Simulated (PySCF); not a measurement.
# [RuBr2]+: structure of the doublet

The task is one start of a wider search on [RuBr2]+: the doublet, from a bent start. It is relaxed, tested by its Hessian and followed downhill if it is a saddle.

Method: PBE0, basis Ru def2-SVP with ECP28, Br def2-SVP, scalar-relativistic core potentials, no spin–orbit coupling, density fitting; program: PySCF 2.14.0.

## 1. The starting structure

3 atoms, charge 1, spin multiplicity 2.

Bond lengths: Ru1–Br2 2.342 Å, Ru1–Br3 2.342 Å. Angles: Br2–Ru1–Br3 110.0°.

```xyz
3
charge 1 multiplicity 2
Ru    0.0000    0.0000   -0.8163
Br    1.9186    0.0000    0.5271
Br   -1.9186    0.0000    0.5271
```

## 2. Relaxation: bent start, doublet

The steps below are one call of a driver around PySCF. For each, scf.py gives the equivalent set-up of the SCF; relaxations use the driver's own optimiser. Before each start the driver seeks the lowest SCF state from one or more starting densities and follows internal instabilities, so scf.py alone need not reach the same state.

The program finds C2v symmetry in the start, which this walk keeps.

scf.py

```python
from pyscf import gto, scf, dft
mol = gto.M(atom='''
Ru     0.000000     0.000000    -0.816343
Br     1.918600    -0.000000     0.527057
Br    -1.918600     0.000000     0.527057''',
    basis={'Ru': 'def2-SVP', 'Br': 'def2-SVP'},
    ecp={'Ru': 'def2-SVP'},
    charge=1, spin=1)
mf = dft.UKS(mol, xc='PBE0')
mf.grids.atom_grid = (50, 194)
aux = {'Ru': 'def2-universal-JKFIT', 'Br': 'def2-universal-JKFIT'}
mf = mf.density_fit(auxbasis=aux)
mf.kernel()
```

The runs that follow: Frequencies.

Before running it: what results should come out? Wanted: minimum; geometry; wavenumbers; dipole moment; highest occupied, lowest empty level; polar-tensor charge of Ru1; zero-point energy; ⟨S²⟩.

The runs gave:

| quantity | value |
| --- | --- |
| minimum | broken-symmetry (Ms = 1/2), C2v |
| geometry | Ru–Br 2.271 Å (×2); Br–Ru–Br 109.4° |
| wavenumbers (cm⁻¹) | 81 (a1), 312 (a1), 340 (b2) |
| dipole moment (centre of mass) | 2.52 D |
| highest occupied, lowest empty level (either spin) | -13.38, -10.85 eV |
| polar-tensor charge of Ru1 | +1.28 e |
| zero-point energy | 4.4 kJ/mol |
| entropy at 298.15 K | 326.1 J/(mol K) |
| ⟨S²⟩ | 1.773 |

In words: The molecule stays C2v, as typed, and the end point is a minimum. The determinant is spin-contaminated (⟨S²⟩ = 1.77 against 0.75), so it is no pure spin state. The strongest infrared band lies at 340 cm⁻¹ (b2, stretch). Other starts or spin states, not run here, may lie lower. The soft modes, below some 90 cm⁻¹, carry numerical noise of tens of cm⁻¹, and the entropy with them. One determinant may miss the lowest occupation of an open d or f shell.
